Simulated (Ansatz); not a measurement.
**C2H9InOS: up Jacob's ladder to CCSD(T)**

One table from this session's results is given with a row withheld; the runs are named, their logs left out.

Computed with Ansatz 0.2.0, Gaussian basis. Level: functionals in def2-TZVPP, the program's frozen cores in correlated methods.

The runs, in order: LDA (SPW92), PBE-D4, revPBE-D4, BLYP-D4, r2SCAN-D4, B97M-V, PBE0-D4, B3LYP-D4, r2SCANh-D4, r2SCAN0-D4, HSE06-D4, BHLYP-D4, CAM-B3LYP-D4, LC-ωPBE, ωB97X-V, ωB97M-V, B2PLYP, PBE-QIDH; CCSD(T)/def2-SVP; MP2/def2-TZVPP; MP2/def2-QZVPP; RPA on PBE.

## Structure used throughout

The geometry comes from an earlier relaxation with PBE0-D4 in a triple-zeta def2 set; it is a stationary point, not always the lowest conformer. In takes the def2 core potential; no spin-orbit term is included.

14 atoms, charge 0, spin multiplicity 1.

Atoms are counted from 1 here; the program's logs count them from 0.

Bond lengths: C1–In2 2.144 Å, C1–H6 1.091 Å, C1–H7 1.091 Å, C1–H8 1.090 Å, In2–C3 2.149 Å, In2–O4 2.445 Å, In2–S5 2.475 Å, C3–H9 1.091 Å, C3–H10 1.091 Å, C3–H11 1.091 Å, O4–H12 0.962 Å, O4–H13 0.976 Å, S5–H14 1.343 Å. Angles: In2–C1–H6 110.0°, In2–C1–H7 109.1°, In2–C1–H8 111.4°, H6–C1–H7 108.6°, H6–C1–H8 108.8°, H7–C1–H8 109.0°, C1–In2–C3 133.9°, C1–In2–O4 100.8°, C1–In2–S5 113.4°, C3–In2–O4 98.1°, C3–In2–S5 111.0°, O4–In2–S5 80.1°, In2–C3–H9 110.1°, In2–C3–H10 110.9°, In2–C3–H11 110.2°, H9–C3–H10 108.1°, H9–C3–H11 108.2°, H10–C3–H11 109.2° and more.

Set-up of the first run:

in.yaml

```yaml
crystal:
  periodic: [false, false, false]
  atoms:
    - {symbol: C, position_ang: [-0.109641, 2.187088, 0.197377]}
    - {symbol: In, position_ang: [0.352367, 0.094413, 0.142174]}
    - {symbol: C, position_ang: [0.459217, -1.448353, 1.634029]}
    - {symbol: O, position_ang: [-1.564900, -0.765371, -1.108194]}
    - {symbol: S, position_ang: [1.485177, -0.607440, -1.942989]}
    - {symbol: H, position_ang: [0.811112, 2.772606, 0.188178]}
    - {symbol: H, position_ang: [-0.695807, 2.446093, -0.685376]}
    - {symbol: H, position_ang: [-0.680167, 2.444693, 1.090251]}
    - {symbol: H, position_ang: [1.317492, -1.280956, 2.287061]}
    - {symbol: H, position_ang: [-0.440690, -1.455485, 2.251554]}
    - {symbol: H, position_ang: [0.576342, -2.423675, 1.159801]}
    - {symbol: H, position_ang: [-1.950579, -1.596174, -0.813611]}
    - {symbol: H, position_ang: [-0.948398, -0.987130, -1.831741]}
    - {symbol: H, position_ang: [1.375576, 0.590591, -2.539613]}
basis:
  gaussian: {orbitals: def2-TZVPP}
hamiltonian: {xc: lda}
output: {orbitals: {seedname: orbitals}}
```

On the command line:

```sh
$ ansatz run in.yaml --threads 4 --pin off --events-out ev --progress --plain --max-ram 11315MiB
```

Among the steps run: LDA; PBE-D4 (GGA); revPBE-D4 (GGA); BLYP-D4 (GGA); r2SCAN-D4 (meta-GGA); B97M-V (meta-GGA); PBE0-D4 (hybrid); B3LYP-D4 (hybrid); r2SCANh-D4 (hybrid); r2SCAN0-D4 (hybrid); HSE06-D4 (hybrid); BHLYP-D4 (hybrid); CAM-B3LYP-D4 (range-separated); LC-ωPBE (range-separated); ωB97X-V (range-separated); ωB97M-V (range-separated); B2PLYP (double hybrid); PBE-QIDH (double hybrid).

One table of the session follows, with a row left open; its other results are not shown here.

It belongs to the step «Orbital energies across the functionals». 

| functional | HOMO (eV) | gap (eV) |
| --- | --- | --- |
| LDA (SPW92) | -5.90 | 4.79 |
| PBE-D4 | -5.74 | 4.81 |
| revPBE-D4 | -5.67 | 4.83 |
| BLYP-D4 | -5.56 | 4.63 |
| r2SCAN-D4 | -5.99 | 5.57 |
| B97M-V | -6.05 | 5.27 |
| PBE0-D4 | -6.92 | 6.78 |
| B3LYP-D4 | -6.67 | 6.21 |
| r2SCANh-D4 | -6.43 | 6.24 |
| r2SCAN0-D4 | -7.09 | 7.25 |
| HSE06-D4 | -6.52 | 6.03 |
| BHLYP-D4 | ? | ? |
| CAM-B3LYP-D4 | -8.22 | 8.81 |
| LC-ωPBE | -9.63 | 11.31 |
| ωB97X-V | -9.26 | 10.80 |
| ωB97M-V | -9.11 | 10.18 |

Q: Estimate the row for BHLYP-D4 from the others.

Worked estimate for «HOMO (eV)». Against the share of exact exchange, BLYP-D4 (0, -5.56), B3LYP-D4 (0.2, -6.67) give a slope of -5.55 per unit share; at 0.5 the line stands at -8.33.

The run gave: HOMO (eV): -7.95; gap (eV): 8.40. In «HOMO (eV)» the line misses by -0.38.
